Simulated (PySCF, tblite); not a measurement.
**C2H9GeNOSi: geometry, infrared bands and NMR shifts**

Wanted: the infrared bands and NMR shifts of C2H9GeNOSi (`CC(=O)[SiH2][NH][GeH3]`), by calculation.

The runs use tblite 0.8.0 and PySCF 2.14.0, with density-fitted response routines of our own; the level of theory stands in each step. All values are computed, except where a source is named. Atoms count from 0, in the outputs and in this text.

## Step 1: Starting geometry

15 atoms, charge 0, multiplicity 1; geometry from: force field or distance geometry start.

Bonds of the start (Å): C0–C1 1.48, C1–O2 1.22, C1–Si3 1.84, Si3–N4 1.80, N4–Ge5 1.88, C0–H6 1.13, C0–H7 1.12, C0–H8 1.09, Si3–H9 1.48, Si3–H10 1.44, N4–H11 1.07, Ge5–H12 1.53, Ge5–H13 1.54, Ge5–H14 1.56.

## Step 2: Relaxing the molecule with GFN2-xTB

What the job is given:

```
{"job": {"kind": "relax", "xc": "GFN2-xTB", "basis": "xTB"}, "charge": 0, "multiplicity": 1}
C     -2.575200    -0.014600     0.411100
C     -1.748800     0.302300    -0.776200
O     -2.261300     0.414900    -1.879100
Si     0.071400     0.528500    -0.694200
N      0.879700    -0.587600     0.464800
Ge     2.728700    -0.282800     0.294700
H     -3.366500     0.787300     0.499200
H     -3.139700    -0.954200     0.173500
H     -2.045000    -0.134200     1.355300
H      0.622800     0.203400    -2.027300
H      0.394100     1.905800    -0.409400
H      0.728000    -1.553600     0.038100
H      3.062300     1.200500     0.485600
H      3.566200    -1.190100     1.222600
H      3.078600    -0.617700    -1.192000
```

Started as:

```console
> OMP_NUM_THREADS=1 python probes_run.py task.json out
```

This one command runs all jobs of the session in turn.

**Question.** This job is followed by: GFN2-xTB harmonic vibrations, gas phase; GIAO PBE0/pcSseg-1 NMR shielding, non-relativistic, gas phase. Predict these results of the whole session: strongest single infrared mode (GFN2-xTB); zero-point energy (GFN2-xTB); ¹³C shifts against TMS (PBE0/pcSseg-1); ¹H shifts against TMS (PBE0/pcSseg-1, means over atoms taken as alike); ¹⁷O shifts against H2O (PBE0/pcSseg-1); ²⁹Si shifts against TMS (PBE0/pcSseg-1); ¹⁵N shifts against NH3 (PBE0/pcSseg-1); ⁷³Ge shifts against GeMe4 (PBE0/pcSseg-1); surface potential, 1st and 99th percentile.

As calculated:

| quantity | value |
| --- | --- |
| strongest single infrared mode (GFN2-xTB) | 2218 cm⁻¹, 447 km/mol |
| zero-point energy (GFN2-xTB) | 62.1 kcal/mol |
| ¹³C shifts against TMS (PBE0/pcSseg-1) | 245.2, 39.2 ppm |
| ¹H shifts against TMS (PBE0/pcSseg-1, means over atoms taken as alike) | 4.71, 4.53, 2.54, -0.70 ppm |
| ¹⁷O shifts against H2O (PBE0/pcSseg-1) | 875.2 ppm |
| ²⁹Si shifts against TMS (PBE0/pcSseg-1) | -47.9 ppm |
| ¹⁵N shifts against NH3 (PBE0/pcSseg-1) | -5.2 ppm |
| ⁷³Ge shifts against GeMe4 (PBE0/pcSseg-1) | -140 ppm |
| surface potential, 1st and 99th percentile | -1.64 V and 1.76 V |

In words: The optimisation took 143 steps and gained 0.634 eV; among the close pairs (by a distance rule), C1–Si3 changed most, from 1.836 to 1.923 Å. No mode is imaginary among the 39: a minimum at this level. The strongest single mode, at 2218 cm⁻¹, moves mainly H10. GFN2-xTB is a fitted tight-binding method: band positions and strengths are rough. Its intensities can rank the bands wrongly. At PBE0/pcSseg-1: The widest tensor belongs to O2: span 1787 ppm, with a paramagnetic part of -936 ppm. By nearest atom (PBE0/pcSseg-1), the HOMO sits on O2 53 %; C1 14 % and the LUMO on C1 38 %; O2 28 %. Spin-orbit coupling is left out, which matters for shieldings and couplings at and beside the heavy atoms.
